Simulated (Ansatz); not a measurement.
# CH8OSiSn: one species, many methods

The task here is to estimate one member of a computed series from the others.

Method: functionals in def2-TZVPP, the program's frozen cores in correlated methods; program: Ansatz 0.2.0, Gaussian basis.

The runs, in order: PBE-D4, r2SCAN-D4, PBE0-D4, B3LYP-D4, ωB97X-V, ωB97M-V, B2PLYP; CCSD(T)/def2-TZVPP; MP2/def2-QZVPP; extrapolation to the limit.

## Structure used throughout

All runs share one geometry, relaxed beforehand with PBE0-D4 in a triple-zeta def2 set. Sn takes the def2 core potential; no spin-orbit term is included.

SMILES `O[CH]([SiH3])[SnH3]`, 12 atoms, charge 0, spin multiplicity 1.

Atoms are counted from 1 here; the program's logs count them from 0.

Bond lengths: O1–C2 1.423 Å, O1–H5 0.961 Å, C2–Si3 1.879 Å, C2–Sn4 2.183 Å, C2–H6 1.100 Å, Si3–H7 1.485 Å, Si3–H8 1.489 Å, Si3–H9 1.487 Å, Sn4–H10 1.714 Å, Sn4–H11 1.709 Å, Sn4–H12 1.706 Å. Angles: C2–O1–H5 109.3°, O1–C2–Si3 108.6°, O1–C2–Sn4 111.2°, O1–C2–H6 111.6°, Si3–C2–Sn4 111.0°, Si3–C2–H6 108.0°, Sn4–C2–H6 106.3°, C2–Si3–H7 110.3°, C2–Si3–H8 107.1°, C2–Si3–H9 111.8°, H7–Si3–H8 109.0°, H7–Si3–H9 109.2°, H8–Si3–H9 109.4°, C2–Sn4–H10 105.1°, C2–Sn4–H11 111.9°, C2–Sn4–H12 111.1°, H10–Sn4–H11 109.5°, H10–Sn4–H12 109.3° and more.

The first run:

The input, in.yaml:

```yaml
crystal:
  periodic: [false, false, false]
  atoms:
    - {symbol: O, position_ang: [0.035069, 1.800540, 0.420041]}
    - {symbol: C, position_ang: [-0.456711, 0.524235, 0.027424]}
    - {symbol: Si, position_ang: [-0.609955, -0.556393, 1.557373]}
    - {symbol: Sn, position_ang: [0.848221, -0.402172, -1.457214]}
    - {symbol: H, position_ang: [0.075123, 2.375724, -0.348957]}
    - {symbol: H, position_ang: [-1.450296, 0.598141, -0.437642]}
    - {symbol: H, position_ang: [0.720357, -0.741663, 2.191865]}
    - {symbol: H, position_ang: [-1.123060, -1.880662, 1.108554]}
    - {symbol: H, position_ang: [-1.550340, 0.025119, 2.551992]}
    - {symbol: H, position_ang: [1.321937, 0.876101, -2.496266]}
    - {symbol: H, position_ang: [0.032539, -1.601455, -2.361109]}
    - {symbol: H, position_ang: [2.234118, -1.072917, -0.721963]}
basis:
  gaussian: {orbitals: def2-TZVPP}
hamiltonian: {xc: pbe, dispersion: d4}
output: {forces: true, orbitals: {seedname: orbitals}}
```

Started as:

```bash
$ ansatz run in.yaml --threads 4 --pin off --events-out ev --progress --plain --max-ram 10444MiB
```

Among the steps run: PBE-D4 (GGA); r2SCAN-D4 (meta-GGA); PBE0-D4 (hybrid); B3LYP-D4 (hybrid); ωB97X-V (range-separated); ωB97M-V (range-separated); B2PLYP (double hybrid); CCSD(T) in def2-TZVPP; MP2 in def2-QZVPP.

One of the session's tables, all rows but one given; the rest of the session is left out.

| method | atomisation energy (kJ/mol) |
| --- | --- |
| PBE-D4 | 3601.9 |
| r2SCAN-D4 | 3589.8 |
| PBE0-D4 | 3558.4 |
| B3LYP-D4 | 3586.8 |
| ωB97X-V | 3625.0 |
| ωB97M-V | 3601.7 |
| B2PLYP | 3537.0 |
| HF/def2-TZVPP | 2568.7 |
| MP2/def2-TZVPP | 3507.6 |
| CCSD/def2-TZVPP | 3477.9 |
| CCSD(T)/def2-TZVPP | 3525.2 |
| MP2/CBS | ? |
| CCSD(T)/CBS | 3620.4 |

Q: Estimate the row for MP2/CBS from the others.

The run gave: atomisation energy (kJ/mol): 3602.8. In the column «atomisation energy (kJ/mol)» it lies between PBE-D4 (3601.9) and CCSD(T)/CBS (3620.4).

To keep in mind: Free atoms (1 O, 1 C, 1 Si, 1 Sn, 8 H) were run apart at each level; the atomisation energy is their sum less the molecule, without zero-point or spin-orbit terms.
